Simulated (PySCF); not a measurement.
# C2H4F2Se: NMR shifts and spin-spin couplings

What NMR shifts and spin-spin couplings should C2H4F2Se (`FC(F)C[SeH]`) show?

Computed with PySCF 2.14.0, with density-fitted response routines of our own, on a single molecule in the gas phase. Atoms count from 0, in the outputs and in this text.

### Step 1. The starting structure

9 atoms, charge 0, multiplicity 1; geometry from: GFN2-xTB.

Bonds of the start (Å): F0–C1 1.36, C1–F2 1.35, C1–C3 1.52, C3–Se4 1.96, C1–H5 1.10, C3–H6 1.09, C3–H7 1.09, Se4–H8 1.45.

### Step 2. Shielding tensors: PBE0/pcSseg-1

What the job is given:

```
{"job": {"kind": "nmr", "xc": "PBE0", "basis": "pcSseg-1"}, "charge": 0, "multiplicity": 1}
F     -2.055391     0.281048     0.052839
C     -0.736223     0.596752     0.093212
F     -0.564039     1.374129     1.183811
C      0.098983    -0.663762     0.191482
Se     2.018011    -0.265902     0.054145
H     -0.510300     1.207112    -0.795555
H     -0.185268    -1.362524    -0.595168
H     -0.054966    -1.126348     1.168021
H      2.002757    -0.034511    -1.377966
```

With the program's defaults for keys left out, this is: GIAO PBE0/pcSseg-1 NMR shielding, non-relativistic, gas phase.

**Question.** This job is followed by: B3LYP/pcJ-1 Se:pcSseg-1 indirect spin-spin coupling, non-relativistic, gas phase. Predict these results of the whole session: 13C shifts against TMS (PBE0/pcSseg-1); 1H shifts against TMS (PBE0/pcSseg-1, means over atoms taken as alike); 19F shifts against CFCl3 (PBE0/pcSseg-1, means over atoms taken as alike); 77Se shifts against Me2Se (PBE0/pcSseg-1); largest coupling of the table (B3LYP/pcSseg-1+pcJ-1).

As calculated:

| quantity | value |
| --- | --- |
| 13C shifts against TMS (PBE0/pcSseg-1) | 124.1, 32.1 ppm |
| 1H shifts against TMS (PBE0/pcSseg-1, means over atoms taken as alike) | 5.99, 2.74, 1.98 ppm |
| 19F shifts against CFCl3 (PBE0/pcSseg-1, means over atoms taken as alike) | -130.6 ppm |
| 77Se shifts against Me2Se (PBE0/pcSseg-1) | -107 ppm |
| largest coupling of the table (B3LYP/pcSseg-1+pcJ-1) | 1J(F,C) F0–C1, -303.8 Hz |

The most deshielded hydrogen is H5 (hydrogen on an sp3 CH bonded to 2 F), at 5.99 ppm: its carbon carries F, hence the downfield position. At PBE0/pcSseg-1: The largest span, 867 ppm, is at Se4, where the paramagnetic term is -1131 ppm. In the run at B3LYP/pcSseg-1+pcJ-1, the largest coupling of the table is F0–C1 (mean over like pairs), -303.8 Hz, of which the Fermi-contact term gives -304.1 Hz. Couplings across rotatable bonds belong to this one conformer; where others are populated, the observed values are averages, and the simulated multiplets take (2 J gauche + J anti)/3 across rotating chain bonds. Density functionals describe couplings to fluorine poorly, F–F couplings above all, so those rows are rough. Spin-orbit coupling is left out, which matters for shieldings and couplings at and beside the heavy atoms.
